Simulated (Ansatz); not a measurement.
# F2GeH2: relaxed scan of one distance in Python

The task is a relaxed scan of one distance, for F2GeH2.

Computed with Ansatz 0.2.0 through its Python package. Level of theory: PBE0+D3(BJ)/def2-SVP.

## Step 1: The structure

Bond lengths: F1–Ge2 1.742 Å, Ge2–F3 1.784 Å, Ge2–H4 1.542 Å, Ge2–H5 1.555 Å. Angles: F1–Ge2–F3 111.3°, F1–Ge2–H4 109.4°, F1–Ge2–H5 109.2°, F3–Ge2–H4 110.9°, F3–Ge2–H5 109.7°, H4–Ge2–H5 106.2°.

The script holds or builds the structure itself.

## Step 2: The code

Contents of f2geh2_relaxed_scan.py:

```python
'''Relaxed scan of one distance in F2GeH2.'''

import ansatz as az
import numpy as np

BASIS = 'def2-SVP'
FUNCTIONAL = 'pbe0'
VDW = 'd3bj'

mol = (
    az.Crystal.molecule()
    .atom('F', (-0.5733, 0.2203, 1.6017))
    .atom('Ge', (0.028, -0.0341, -0.0137))
    .atom('F', (-1.025, 0.7401, -1.2278))
    .atom('H', (0.154, -1.5472, -0.2806))
    .atom('H', (1.4661, 0.5472, -0.1209))
)

calc = mol.calculation().basis(gaussian=BASIS).functional(FUNCTIONAL, dispersion=VDW)
symbols = [site.symbol for site in mol.cartesian_sites]
pairs = [(0, 1), (1, 2), (1, 3), (1, 4)]
print('held (A)   E (eV)        ', '  '.join(f'{symbols[i]}{i}-{symbols[j]}{j}' for i, j in pairs))
for length in [1.6, 1.74, 1.88, 2.09, 2.35]:
    data = calc.relax(constraints=[az.DistanceConstraint((0, 1), at=length)], force_tolerance=0.02, max_steps=60).run().report
    xyz = np.array(data['positions_ang'])
    print(f'{length:6.2f} {data["free_energy_ev"]:14.5f}  ', '  '.join(f'{np.linalg.norm(xyz[i] - xyz[j]):.3f}' for i, j in pairs))
```

## Step 3: Launch

Launch:

```
> python f2geh2_relaxed_scan.py
```

The program printed:

```text
held (A)   E (eV)         F0-Ge1  Ge1-F2  Ge1-H3  Ge1-H4
DeckWarning: relax.constraints: the input's atoms, or those drawn, lie off the distances that are held; a relaxation that starts there is brought onto them ahead of its first SCF, by positions alone, an atom by 7.12e-2 Å at the most. With the symmetry [...]
  1.60   -61962.17063   1.600  1.733  1.532  1.532
  1.74   -61962.48704   1.740  1.729  1.529  1.529
  1.88   -61962.22059   1.880  1.725  1.526  1.526
  2.09   -61961.37811   2.090  1.721  1.524  1.524
  2.35   -61960.18980   2.350  1.717  1.523  1.523
```

(Warnings from the package without file and line, shortened, repeats left out.)

Wall time 60 s (1 thread of Arm Neoverse V2, shared host); peak memory 0.21 GiB.

## Step 4: The engine's runs

One row for each of the 5 runs:

```tsv
run	distance (Å)	energy from run 2 (eV)	SCF cycles in all	CPU time (s)
1	1.60	0.3164	56	12
2	1.74	0.0000	49	11
3	1.88	0.2664	49	11
4	2.09	1.1089	54	13
5	2.35	2.2972	58	13
```

## Step 5: Path of the relaxation of run 1

The steps of the relaxation:

| step | E - E(step 1) (eV) | largest force component (eV/Å) |
| --- | --- | --- |
| 1 | 0.0000 | 1.7118 |
| 2 | -0.1942 | 0.6403 |
| 3 | -0.2553 | 0.2383 |
| 4 | -0.2620 | 0.0509 |
| 5 | -0.2621 | 0.0047 |

Step 1 is the start.

Before: Bond lengths: F1–Ge2 1.742 Å, Ge2–F3 1.784 Å, Ge2–H4 1.542 Å, Ge2–H5 1.555 Å. Angles: F1–Ge2–F3 111.3°, F1–Ge2–H4 109.4°, F1–Ge2–H5 109.2°, F3–Ge2–H4 110.9°, F3–Ge2–H5 109.7°, H4–Ge2–H5 106.2°.

After: Bond lengths: F1–Ge2 1.600 Å, Ge2–F3 1.733 Å, Ge2–H4 1.532 Å, Ge2–H5 1.532 Å. Angles: F1–Ge2–F3 105.3°, F1–Ge2–H4 109.2°, F1–Ge2–H5 109.2°, F3–Ge2–H4 107.4°, F3–Ge2–H5 107.4°, H4–Ge2–H5 117.5°.

## Step 6: Path of the relaxation of run 5

Relaxation path:

| step | energy from step 1 (eV) | largest force component (eV/Å) |
| --- | --- | --- |
| 1 | 0.0000 | 1.1738 |
| 2 | -0.1603 | 0.4571 |
| 3 | -0.2021 | 0.1141 |
| 4 | -0.2032 | 0.1413 |
| 5 | -0.2037 | 0.0031 |

Step 1 is the start.

Before: Bond lengths: F1–Ge2 1.742 Å, Ge2–F3 1.784 Å, Ge2–H4 1.542 Å, Ge2–H5 1.555 Å. Angles: F1–Ge2–F3 111.3°, F1–Ge2–H4 109.4°, F1–Ge2–H5 109.2°, F3–Ge2–H4 110.9°, F3–Ge2–H5 109.7°, H4–Ge2–H5 106.2°.

After: Bond lengths: Ge2–F3 1.717 Å, Ge2–H4 1.523 Å, Ge2–H5 1.523 Å. Angles: F3–Ge2–H4 109.5°, F3–Ge2–H5 109.5°, H4–Ge2–H5 124.5°.

## Step 7: What came out

```
                  quantity     value
             runs compared         5
           range of energy  2.297 eV
lowest point, distance (Å)      1.74
```

What this shows: The lowest point, at 1.74, lies inside the range. The ends stand 0.316 and 2.3 eV above it. The distance scanned is the script's pair 0, 1. Run 1: The relaxation took 4 moves; the largest shift is 0.158 Å, of atom 1 (F). Run 5: After 4 moves the largest shift is 0.381 Å, of atom 1 (F). The energies are electronic: no zero-point or thermal terms, and the basis set is short of its limit.
